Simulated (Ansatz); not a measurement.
# Fe: further runs on the relaxed cell

An exercise on one series of results from a longer session: the logs are not shown, and one member is left open.

This is Fe in the hcp structure; at room conditions it is bcc.

Method: DFT r2SCAN, scalar-relativistic, plane waves, PAW, in Ansatz 0.2.0.

### The structure to begin with

The structure is hexagonal, space group P6_3/mmc (No. 194). The conventional cell has a = 2.541 Å, b = 2.541 Å, c = 4.384 Å, α = 90.00°, β = 90.00°, γ = 120.00°. Around Fe (site symmetry -6m2) lie 12 Fe at 2.54 to 2.64 Å.

Coordinates:

```cif
data_structure
_symmetry_space_group_name_H-M 'P6_3/mmc'
_symmetry_Int_Tables_number 194
_cell_length_a 2.5409
_cell_length_b 2.5409
_cell_length_c 4.3842
_cell_angle_alpha 90.000
_cell_angle_beta 90.000
_cell_angle_gamma 120.000
_cell_volume 24.51
loop_
_atom_site_label
_atom_site_type_symbol
_atom_site_symmetry_multiplicity
_atom_site_Wyckoff_symbol
_atom_site_fract_x
_atom_site_fract_y
_atom_site_fract_z
_atom_site_occupancy
Fe1 Fe 2 c 0.33333 0.66667 0.25000 1
```

It goes back to an entry of the Materials Project, which need not be the stable form.

It is the result of an earlier relaxation at this level (volume 12.26 Å³/atom; gap on the mesh: none (metal), site moments up to 2.9 μB).

Set-up of the first run:

The input, input.yaml:

```yaml
crystal:
  lattice:
    - [2.4341575853, 0.0, 0.0]
    - [-1.2170787927, 2.1080423057, 0.0]
    - [0.0, 0.0, 3.84193447]
  atoms:
    - { symbol: Fe, position: [0.33333333, 0.66666667, 0.25], spin: 3.21 }
    - { symbol: Fe, position: [0.66666667, 0.33333333, 0.75], spin: 3.21 }
basis:
  ecutwfc: 500
kpoints:
  mp_grid: { grid: [18, 18, 12] }
hamiltonian:
  xc: r2scan
scf:
  occupations: { method: gaussian, width: 0.1 }
output:
  forces: true
  stress: true
  eigenvalues: true
  populations: true
magnetization:
  spin_polarized: true
```

The run is started by

```bash
ansatz run input.yaml --threads 1 --pin off --max-ram 2560MiB --backend cpu --events-out ev --progress --plain --runs-dir out
```

Steps of the session up to this table: The cell as listed, for comparison; The cell scaled to 0.97 of its volume; Volume × 1.03; The cell scaled to 0.94 of its volume; Volume × 1.06; Point at V/V0 = 0.91; Point at V/V0 = 1.10.

One of the session's tables, all rows but one given; the rest of the session is left out.

It belongs to the step «Fit of the equation of state». 

| volume (Å³/atom) | energy above the lowest point (meV/atom) | pressure (GPa) | largest moment (μB) |
| --- | --- | --- | --- |
| 11.153 | 51.1 | 16.32 | 2.74 |
| 11.521 | 22.8 | 9.41 | 2.78 |
| 11.889 | ? | ? | ? |
| 12.256 | 0.0 | 0.01 | 2.92 |
| 12.624 | 5.4 | -4.54 | 2.95 |
| 12.992 | 20.1 | -8.36 | 2.98 |
| 13.482 | 52.7 | -12.94 | 3.00 |

Estimate the missing values for volume (Å³/atom) = 11.889.

Worked estimate for «energy above the lowest point (meV/atom)». A straight line through the neighbours (11.521, 22.8) and (12.256, 0.0) gives 22.8 + (0.0 − 22.8) × (11.889 − 11.521) / (12.256 − 11.521) = 11.4; a parabola fitted to 4 rows on both sides gives 5.8.

The run gave: energy above the lowest point (meV/atom): 6.0; pressure (GPa): 5.05; largest moment (μB): 2.88. In «energy above the lowest point (meV/atom)» the line misses by +5.4 and the parabola by -0.2.

Caveats from the session: Other magnetic orders or occupations could lie lower; they were not searched in full. Warnings in the runs' records: stability check not made.
